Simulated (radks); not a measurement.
# Ionisation energy and size from Rb⁴⁺ to Pd⁴⁺

An exercise on one series of results from a longer session: the logs are not shown, and one member is left open.

Program: radks (a radial shooting solver on a logarithmic mesh, Libxc functionals) version 1. Level of theory: Dirac Kohn-Sham, PBE, spin-unpolarised, spherical densities, finite nucleus; open shells fill j = l - 1/2 first. These are calculated values, not measurements, unless marked.

### The atom as given

```
species : Rb⁴⁺, Sr⁴⁺, Zr⁴⁺, Nb⁴⁺, Mo⁴⁺, Tc⁴⁺, Ru⁴⁺, Rh⁴⁺, Pd⁴⁺
runs    : 18, each species and its next ion
```

Set-up of the first run:

Input:

```text
Z 37
configuration [Ar] 3d10 4s2 4p3
relativity Dirac
functional pbe,pbe
spin unpolarised
j_filling energy
nucleus finite rms 4.2036 fm
c 137.035999084
```

Steps of the session up to this table: Rb⁴⁺, [Ar] 3d10 4s2 4p3; Rb⁵⁺, [Ar] 3d10 4s2 4p2; Sr⁴⁺, [Ar] 3d10 4s2 4p4; Sr⁵⁺, [Ar] 3d10 4s2 4p3; Zr⁴⁺, [Kr]; Zr⁵⁺, [Ar] 3d10 4s2 4p5; Nb⁴⁺, [Kr] 4d1; Nb⁵⁺, [Kr]; Mo⁴⁺, [Kr] 4d2; Mo⁵⁺, [Kr] 4d1; Tc⁴⁺, [Kr] 4d3; Tc⁵⁺, [Kr] 4d2; Ru⁴⁺, [Kr] 4d4; Ru⁵⁺, [Kr] 4d3; Rh⁴⁺, [Kr] 4d5; Rh⁵⁺, [Kr] 4d4; Pd⁴⁺, [Kr] 4d6; Pd⁵⁺, [Kr] 4d5.

One table of the session follows, with a row left open; its other results are not shown here.

```
species  Δ-SCF (eV)  −ε(HOMO) (eV)  its <r> (bohr)
   Rb⁴⁺      67.183         60.041            1.53
   Sr⁴⁺      71.562         64.083            1.45
   Zr⁴⁺      80.292         72.167            1.32
   Nb⁴⁺      50.445         43.549            1.60
   Mo⁴⁺      53.635         46.445            1.51
   Tc⁴⁺      56.747         49.270            1.43
   Ru⁴⁺      59.798         52.037            1.36
   Rh⁴⁺           ?              ?               ?
   Pd⁴⁺      65.185         56.919            1.26
```

**Question.** Estimate the row for Rh⁴⁺.

The run gave: Δ-SCF (eV): 62.262; −ε(HOMO) (eV): 54.269; its <r> (bohr): 1.31. In the column «Δ-SCF (eV)» it lies between Ru⁴⁺ (59.798) and Pd⁴⁺ (65.185).

Elements between those listed are not part of this session, or gave no valid solution. Spin polarisation and multiplet splitting are left out, so open shells lie too high by an amount that depends on their filling.
